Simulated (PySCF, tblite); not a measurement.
# C₅H₉GeNS: geometry, infrared bands and NMR shifts

Wanted: the infrared bands and NMR shifts of C₅H₉GeNS (`N#C[C@@H]1C[CH2][GeH2][CH2]S1`), by calculation.

Computed with tblite 0.8.0 and PySCF 2.14.0, with density-fitted response routines of our own, on a single molecule in the gas phase. Atoms count from 0, in the outputs and in this text.

### Step 1. The molecule as given

17 atoms, charge 0, multiplicity 1; geometry from: force field or distance geometry start.

Bonds of the start (Å): N0–C1 1.17, C1–C2 1.46, C2–C3 1.50, C3–C4 1.52, C4–Ge5 1.96, Ge5–C6 1.95, C6–S7 1.81, S7–C2 1.80, C2–H8 1.13, C3–H9 1.08, C3–H10 1.13, C4–H11 1.10, C4–H12 1.11, Ge5–H13 1.57, Ge5–H14 1.55, C6–H15 1.12, C6–H16 1.09.

### Step 2. Geometry optimisation with GFN2-xTB

The job: settings as JSON, then the geometry in Å.

```
{"job": {"kind": "relax", "xc": "GFN2-xTB", "basis": "xTB"}, "charge": 0, "multiplicity": 1}
N     -2.558400     1.295200     1.176000
C     -1.994700     0.856500     0.248200
C     -1.278400     0.284600    -0.894100
C     -0.799600    -1.104400    -0.602200
C     -0.128700    -1.083500     0.758700
Ge     1.641900    -0.313000     0.446600
C      1.346600     1.534100    -0.098100
S      0.032000     1.435900    -1.345600
H     -1.984500     0.165100    -1.769500
H     -0.105400    -1.417500    -1.374500
H     -1.683900    -1.793900    -0.501800
H      0.011000    -2.078600     1.197500
H     -0.624900    -0.397900     1.483600
H      2.315500    -1.082500    -0.741800
H      2.495900    -0.393700     1.736800
H      1.046100     2.150700     0.789300
H      2.262300     1.955000    -0.519000
```

The run is started by

```console
$ OMP_NUM_THREADS=1 python probes_run.py task.json out
```

The driver reads the jobs from task.json and runs them one after another.

**Question.** This job is followed by: GFN2-xTB harmonic vibrations, gas phase; GIAO PBE0/pcSseg-1 NMR shielding, non-relativistic, gas phase. What will the session give for the following? strongest single infrared mode (GFN2-xTB); zero-point energy (GFN2-xTB); ¹³C shifts against TMS (PBE0/pcSseg-1); ¹H shifts against TMS (PBE0/pcSseg-1); ¹⁵N shifts against NH3 (PBE0/pcSseg-1); ⁷³Ge shifts against GeMe4 (PBE0/pcSseg-1); ³³S shifts against CS2 (PBE0/pcSseg-1).

**Answer**, as computed:

| quantity | value |
| --- | --- |
| strongest single infrared mode (GFN2-xTB) | 2027 cm⁻¹, 459 km/mol |
| zero-point energy (GFN2-xTB) | 77.3 kcal/mol |
| ¹³C shifts against TMS (PBE0/pcSseg-1) | 121.3, 35.0, 33.8, 15.4, 10.2 ppm |
| ¹H shifts against TMS (PBE0/pcSseg-1) | 4.11, 3.98, 3.20, 3.07, 2.51, 2.17, 1.83, 1.74, 1.13 ppm |
| ¹⁵N shifts against NH3 (PBE0/pcSseg-1) | 310.1 ppm |
| ⁷³Ge shifts against GeMe4 (PBE0/pcSseg-1) | -172 ppm |
| ³³S shifts against CS2 (PBE0/pcSseg-1) | 67 ppm |

**Reading.** Relaxing lowered the energy by 0.674 eV in 88 steps; the close pair that moved most is Ge5–H13, from 1.568 to 1.503 Å. No mode is imaginary among the 45: a minimum at this level. The strongest single mode, at 2027 cm⁻¹, moves mainly H13 and H14. GFN2-xTB is a fitted tight-binding method: band positions and strengths are rough. Its intensities can rank the bands wrongly. C1 (nitrile carbon) lies farthest downfield among carbon, at 121.3 ppm; this is the usual window of a C≡N carbon, which has no attached hydrogen. At PBE0/pcSseg-1: The widest tensor belongs to N0: span 480 ppm, with a paramagnetic part of -382 ppm. Spin-orbit coupling is left out, which matters for shieldings and couplings at and beside the heavy atoms.
